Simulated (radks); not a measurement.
# Fe⁺ in [Ar] 3d6 4s1: an all-electron calculation

One table from this session's results is given with a row withheld; the runs are named, their logs left out.

The numbers are computed with radks (a radial shooting solver on a logarithmic mesh, Libxc functionals) version 1 (non-relativistic Kohn-Sham, Tao-Mo meta-GGA, spin-polarised, spherical densities, point nucleus; open shells are filled with parallel spins first), except any that are marked as measured or tabulated.

## Starting point

```
element       : iron (Z = 26)
charge        : +1
electrons     : 25
configuration : [Ar] 3d6 4s1
```

Outer shells as boxes (Hund's rule):

Fe⁺
```
[Ar] core
3d [↑↓][↑ ][↑ ][↑ ][↑ ]
4s [↑ ]
```

The first run:

Input:

```text
Z 26
configuration [Ar] 3d6 4s1 4p0 5s0
relativity non-relativistic
functional tm,tm
spin polarised
nucleus point
```

Started as:

```bash
python run_ks.py task.json out
```

All runs below come from this command, one after another.

One table of the session follows, with a row left open; its other results are not shown here.

It belongs to the step «Orbitals and density». Sizes of the orbitals, from the radial functions (bohr):

```
  level      <r>  outermost maximum (interpolated)  90 % within  nodes
  1s up  0.05909                            0.0389        0.105      0
1s down  0.05909                            0.0389        0.105      0
  2s up   0.2697                             0.225        0.417      1
2s down   0.2692                             0.225        0.416      1
  2p up   0.2369                             0.181        0.388      0
2p down   0.2364                             0.181        0.387      0
  3s up   0.8184                             0.708         1.22      2
3s down   0.8212                             0.708         1.23      2
  3p up   0.8608                             0.717         1.33      1
3p down   0.8653                             0.718         1.33      1
  3d up    1.092                             0.709         1.90      0
3d down    1.144                             0.714         2.02      0
  4s up        ?                                 ?            ?      ?
4s down    2.841                              2.39         4.26      3
  4p up    3.313                              2.75         4.99      2
4p down    3.686                              2.99         5.65      2
```

Estimate the missing values for 4s up.

The run gave: <r>: 2.690; outermost maximum (interpolated): 2.29; 90 % within: 4.00; nodes: 3. In the column «<r>» it lies between 3d down (1.144) and 4s down (2.841).

Limits of these values: Open shells are spherical and high-spin; term and fine-structure splittings are not resolved.
